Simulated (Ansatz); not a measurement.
# CoH (quintet): from Hartree-Fock to the top rungs, def2-QZVPP

The task here is to estimate one member of a computed series from the others.

Program: Ansatz 0.2.0, Gaussian basis. Level of theory: def2-QZVPP, core rule «outside noble gas», up to 9 orbitals frozen. These are calculated values, not measurements.

Plan: UHF; ROHF; CCSD(T) on UHF.

2 further runs of the same task are left out: 2 set aside as unsound or not needed.

### The system

The geometry is a PBE0/def2-TZVP stationary point (not a proven minimum) of the parent state, kept for this charge and spin.

2 atoms, charge 0, spin multiplicity 5.

Atoms are counted from 1 here; the program's logs count them from 0.

Bond lengths: Co1–H2 1.524 Å.

Set-up of the first run:

Input file in.yaml:

```yaml
crystal:
  periodic: [false, false, false]
  atoms:
    - {symbol: Co, position_ang: [0.000000, 0.000000, 0.000000]}
    - {symbol: H, position_ang: [0.000000, 0.000000, 1.524200]}
basis:
  gaussian: {orbitals: "def2-QZVPP.json"}
magnetization: {spin_polarized: true, initial_magnetization: 4}
hamiltonian: {xc: hf}
output: {orbitals: {seedname: orbitals}}
```

Run with:

```console
> ansatz run in.yaml --threads 1 --pin off --events-out ev --progress --plain --max-ram 4096MiB --backend cpu
```

Steps of the session up to this table: UHF; ROHF; CCSD(T) on UHF.

One table of the session follows, with a row left open; its other results are not shown here.

```
  method  from UCCSD(T) (meV)
    ROHF              +7934.4
     UHF                    ?
    UMP2               +415.3
   UCCSD               +242.1
UCCSD(T)                    0
```

Estimate the missing values for UHF.

As computed: from UCCSD(T) (meV): +7713.2. In the column «from UCCSD(T) (meV)» it lies between UMP2 (+415.3) and ROHF (+7934.4).
